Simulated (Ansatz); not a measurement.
This script for the Ansatz DFT code, driven from Python starts 6 runs on CH7AlSSi2, SMILES [SH][Al]1[SiH2]C[SiH2]1. What input does the engine get in each?

`methods.py`
```python
"""One geometry of CH7AlSSi2, method by method."""

from pathlib import Path

import ansatz as az
import numpy as np

geometry_ang = [
    ("S", [-2.7193, 0.632, 2.3664]),
    ("Al", [-1.0841, 0.1827, 0.9227]),
    ("Si", [1.2193, -0.0521, 0.8363]),
    ("C", [1.2336, -0.4507, -0.9805]),
    ("Si", [-0.6781, -0.3702, -1.3395]),
    ("H", [-2.6707, 2.0679, 2.0709]),
    ("H", [1.9897, 1.2111, 1.1031]),
    ("H", [1.7731, -1.1742, 1.64]),
    ("H", [1.7154, 0.3092, -1.5331]),
    ("H", [1.5426, -1.4838, -1.1464]),
    ("H", [-1.0216, 0.7329, -2.2233]),
    ("H", [-1.223, -1.66, -1.6827]),
]
system = az.Crystal.molecule()
for symbol, xyz in geometry_ang:
    system = system.atom(symbol, xyz)

calc = (
    system.calculation()
    .basis(gaussian="def2-SVP")
    .accuracy("medium")
    .scf(lower_state_search="light")
)

print("functional    E (Ha)        dipole (D)   HOMO (eV)  LUMO (eV)")
for name in ["r2scan", "b3lyp", "blyp", "revpbe", "pbe", "hse06"]:
    r = calc.functional(name).forces().orbitals().run(threads=1, runs_dir="runs").report
    lines = Path(r["orbitals_path"]).read_text().splitlines()
    field_of = lambda key: [line.split("=")[1].strip() for line in lines if line.startswith(key)]
    orbitals = [(27.211386 * float(e), s, float(n)) for e, s, n in zip(field_of("Ene="), field_of("Spin="), field_of("Occup="))]
    homo = max(e for e, _, n in orbitals if n > 0.5)
    lumo = min(e for e, _, n in orbitals if n < 0.5)
    dipole = 4.803205 * np.linalg.norm(r["charge_distribution"]["dipole_moment_e_ang"])
    print(f"{name:10s} {r['free_energy_ev'] / 27.211386246:14.6f} {dipole:9.3f} {homo:11.3f} {lumo:10.3f}")
```

Run 1:
```yaml
crystal:
  periodic: [false, false, false]
  atoms:
    - { symbol: S, position_ang: [-2.7193, 0.632, 2.3664] }
    - { symbol: Al, position_ang: [-1.0841, 0.1827, 0.9227] }
    - { symbol: Si, position_ang: [1.2193, -0.0521, 0.8363] }
    - { symbol: C, position_ang: [1.2336, -0.4507, -0.9805] }
    - { symbol: Si, position_ang: [-0.6781, -0.3702, -1.3395] }
    - { symbol: H, position_ang: [-2.6707, 2.0679, 2.0709] }
    - { symbol: H, position_ang: [1.9897, 1.2111, 1.1031] }
    - { symbol: H, position_ang: [1.7731, -1.1742, 1.64] }
    - { symbol: H, position_ang: [1.7154, 0.3092, -1.5331] }
    - { symbol: H, position_ang: [1.5426, -1.4838, -1.1464] }
    - { symbol: H, position_ang: [-1.0216, 0.7329, -2.2233] }
    - { symbol: H, position_ang: [-1.223, -1.66, -1.6827] }
accuracy: medium
basis:
  gaussian:
    orbitals: def2-SVP
hamiltonian:
  xc: r2scan
scf:
  lower_state_search: light
output:
  orbitals: {}
  forces: true
```

Run 2, against run 1:
```diff
-  xc: r2scan
+  xc: b3lyp
```

Run 3, against run 1:
```diff
-  xc: r2scan
+  xc: blyp
```

Run 4, against run 1:
```diff
-  xc: r2scan
+  xc: revpbe
```

Run 5, against run 1:
```diff
-  xc: r2scan
+  xc: pbe
```

Run 6, against run 1:
```diff
-  xc: r2scan
+  xc: hse06
```

`python methods.py` gives:
```text
functional    E (Ha)        dipole (D)   HOMO (eV)  LUMO (eV)
r2scan       -1261.376376     1.248      -5.259     -3.011
b3lyp        -1261.581946     1.089      -5.821     -2.499
blyp         -1261.448080     1.049      -4.834     -2.880
revpbe       -1261.245344     1.182      -4.996     -3.032
pbe          -1260.832820     1.179      -5.020     -3.105
hse06        -1260.933297     1.211      -5.657     -2.787
```

Caveats:
- These settings explore the input space; basis and method may be short of convergence.
- The geometry is a force-field or estimated start, not a minimum of this method, and the basis set is short of its limit. A lower total doesn't mark the better method: functionals have no common bound, and MP2 and coupled cluster aren't variational.
- b3lyp holds the VWN-RPA fit, as in Gaussian; the form of ORCA and Turbomole is b3lyp5.
- Levels such as HOMO and LUMO are orbital energies: with these approximate functionals they aren't the ionisation energy and electron affinity, and their gap isn't the fundamental gap.
- hse06 follows the composition of plane-wave codes, whose totals differ by tens of mHa, up to about 0.1 Ha, from the form usual in Gaussian-basis programs (wpbeh).
- Hardware and time: 47 s on 1 thread of Arm Neoverse V1, on a shared host, peak memory 0.39 GiB.

(Lines on the test bed's own set-up are left out of the output.)
